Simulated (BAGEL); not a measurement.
**HF/STO-3G (density fitting with qzvpp-jkfit) run of GeH3SCl (SMILES [SH][GeH2][Cl])**

What is the vertical ionisation energy of GeH3SCl at HF/STO-3G (density fitting with qzvpp-jkfit)? 

The results are computed with BAGEL 1.2.2.

**1. Starting point**

GeH3SCl: 6 atoms, total charge 0, spin state singlet. SMILES: `[SH][GeH2][Cl]`. The shape is that of a PBE0-D4/def2-TZVP optimisation. This is one conformer, not always the lowest.

Bond lengths: S1–Ge2 2.205 Å, Ge2–Cl3 2.156 Å, S1–H4 1.343 Å, Ge2–H5 1.532 Å, Ge2–H6 1.530 Å. Angles: S1–Ge2–Cl3 110.8°, S1–Ge2–H5 111.4°, S1–Ge2–H6 106.8°, Cl3–Ge2–H5 105.9°, Cl3–Ge2–H6 107.6°, Ge2–S1–H4 94.0°, H5–Ge2–H6 114.3°.

**2. A single-point energy at HF/STO-3G (density fitting with qzvpp-jkfit)**

calc.json reads:

```json
{ "bagel": [

{
  "title": "molecule",
  "basis": "sto-3g",
  "df_basis": "qzvpp-jkfit",
  "angstrom": true,
  "geometry": [
    { "atom": "S", "xyz": [      -1.173700,      -1.328000,      -0.086900 ] },
    { "atom": "Ge", "xyz": [       0.432700,       0.138800,       0.275500 ] },
    { "atom": "Cl", "xyz": [      -0.360100,       2.143100,       0.341600 ] },
    { "atom": "H", "xyz": [      -1.332800,      -0.975800,      -1.373400 ] },
    { "atom": "H", "xyz": [       1.461900,       0.131100,      -0.858600 ] },
    { "atom": "H", "xyz": [       1.014100,      -0.173200,       1.655700 ] }
  ]
},

{
  "title": "hf"
},

{
  "title": "print",
  "file": "orbitals.molden",
  "orbitals": true
}

]}
```

Command:

```console
BAGEL_NUM_THREADS=1 BAGEL calc.json > calc.out
```

The log of the run:

```text
* using 1 threads per process

  ===============================================================
  ===============================================================

  *** Geometry ***

  { "atom" : "S", "xyz" : [     -2.217972,     -2.509556,     -0.164217 ] },
  { "atom" : "Ge", "xyz" : [      0.817684,      0.262294,      0.520620 ] },
  { "atom" : "Cl", "xyz" : [     -0.680490,      4.049872,      0.645530 ] },
  { "atom" : "H", "xyz" : [     -2.518627,     -1.843995,     -2.595350 ] },
  { "atom" : "H", "xyz" : [      2.762591,      0.247743,     -1.622519 ] },
  { "atom" : "H", "xyz" : [      1.916371,     -0.327301,      3.128820 ] },

  Number of auxiliary basis functions:      576

  Since a DF basis is specified, we compute 2- and 3-index integrals:
    o Being stored without compression. Storage requirement is 0.007 GB

  Number of basis functions:       39
  Number of electrons      :       68

    * METHOD: MOLECULE                             0.44

  *** RHF ***

  === Nuclear Repulsion ===
   345.7382606894

      * DIIS with orbital gradients will be used.

  === RHF iteration (sto-3g) ===
      0      -2901.29133091          0.00758872           0.08
      1      -2901.34092939          0.00133470           0.07
      2      -2901.34284214          0.00039779           0.07
      3      -2901.34306557          0.00006707           0.07
      4      -2901.34307213          0.00001130           0.07
      5      -2901.34307231          0.00000214           0.07
      6      -2901.34307232          0.00000052           0.07
      7      -2901.34307232          0.00000011           0.07
      8      -2901.34307232          0.00000003           0.07
      9      -2901.34307232          0.00000000           0.07
    * SCF iteration converged.

    * Permanent dipole moment:
           (   -0.572147,     0.889582,     0.297950) a.u.

    * METHOD: HF                                   1.06

    * METHOD: PRINT                                0.01

  ===============================================================
```

Run time: 1.7 s. Hardware: 1 thread of Arm Neoverse N1, shared host; peak memory 0.085 GiB.

**3. The doublet cation, same level**

input.json reads:

```json
{ "bagel": [

{
  "title": "molecule",
  "basis": "sto-3g",
  "df_basis": "qzvpp-jkfit",
  "angstrom": true,
  "geometry": [
    { "atom": "S", "xyz": [   -1.173700,   -1.328000,   -0.086900 ] },
    { "atom": "Ge", "xyz": [    0.432700,    0.138800,    0.275500 ] },
    { "atom": "Cl", "xyz": [   -0.360100,    2.143100,    0.341600 ] },
    { "atom": "H", "xyz": [   -1.332800,   -0.975800,   -1.373400 ] },
    { "atom": "H", "xyz": [    1.461900,    0.131100,   -0.858600 ] },
    { "atom": "H", "xyz": [    1.014100,   -0.173200,    1.655700 ] }
  ]
},
{ "title": "uhf", "charge": 1, "nopen": 1 },
{ "title": "print", "file": "orbitals.molden", "orbitals": true }

]}
```

Command:

```console
BAGEL_NUM_THREADS=1 BAGEL input.json > input.out
```

The log of the run:

```text
* using 1 threads per process

  ===============================================================
  ===============================================================

  *** Geometry ***

  { "atom" : "S", "xyz" : [     -2.217972,     -2.509556,     -0.164217 ] },
  { "atom" : "Ge", "xyz" : [      0.817684,      0.262294,      0.520620 ] },
  { "atom" : "Cl", "xyz" : [     -0.680490,      4.049872,      0.645530 ] },
  { "atom" : "H", "xyz" : [     -2.518627,     -1.843995,     -2.595350 ] },
  { "atom" : "H", "xyz" : [      2.762591,      0.247743,     -1.622519 ] },
  { "atom" : "H", "xyz" : [      1.916371,     -0.327301,      3.128820 ] },

  Number of auxiliary basis functions:      576

  Since a DF basis is specified, we compute 2- and 3-index integrals:
    o Being stored without compression. Storage requirement is 0.007 GB

  Number of basis functions:       39
  Number of electrons      :       68

    * METHOD: MOLECULE                             0.44

  *** Open-shell HF ***

  === Nuclear Repulsion ===
   345.7382606894

      * DIIS with orbital gradients will be used.

  === UHF iteration (sto-3g) ===
      0      -2901.03352361          0.01540006           0.16
      1      -2901.09808445          0.00276334           0.15
      2      -2901.10055839          0.00089321           0.15
      3      -2901.10100098          0.00017291           0.15
      4      -2901.10105987          0.00009488           0.15
      5      -2901.10108843          0.00006672           0.15
      6      -2901.10110260          0.00001886           0.15
      7      -2901.10110297          0.00000590           0.15
      8      -2901.10110454          0.00000218           0.15
      9      -2901.10110512          0.00000078           0.15
     10      -2901.10110524          0.00000022           0.15
     11      -2901.10110526          0.00000008           0.15
     12      -2901.10110526          0.00000004           0.15
     13      -2901.10110526          0.00000001           0.15
     14      -2901.10110526          0.00000001           0.15
    * SCF iteration converged.

    * S^2 (UHF) is 0.7572

    * Permanent dipole moment:
           (    0.534082,     2.562672,     0.887664) a.u.

    * METHOD: UHF                                  2.45

    * METHOD: PRINT                                0.01

  ===============================================================
```

Wall time 3.3 s (1 thread of Arm Neoverse N1, shared host); peak memory 0.085 GiB.

**4. Summary of results**

Level: HF/STO-3G (density fitting with qzvpp-jkfit).

| quantity | value |
| --- | --- |
| singlet GeH3SCl: total energy | -2901.34307 Eh |
| singlet GeH3SCl: dipole moment | 2.79 D |
| singlet GeH3SCl: HOMO energy | -7.95 eV |
| singlet GeH3SCl: LUMO energy | 8.27 eV |
| singlet GeH3SCl: HOMO–LUMO gap | 16.23 eV |
| doublet cation: total energy | -2901.10111 Eh |
| doublet cation: ⟨S²⟩ | 0.757 |
| vertical ionisation energy (to the doublet cation) | 6.584 eV |

In words: Removing an electron at fixed nuclei costs 6.58 eV (152 kcal/mol). The negative HOMO energy of the first species, 7.95 eV, lies 1.37 eV above that difference. In a minimal basis such a difference can be off by several eV, whatever the method.
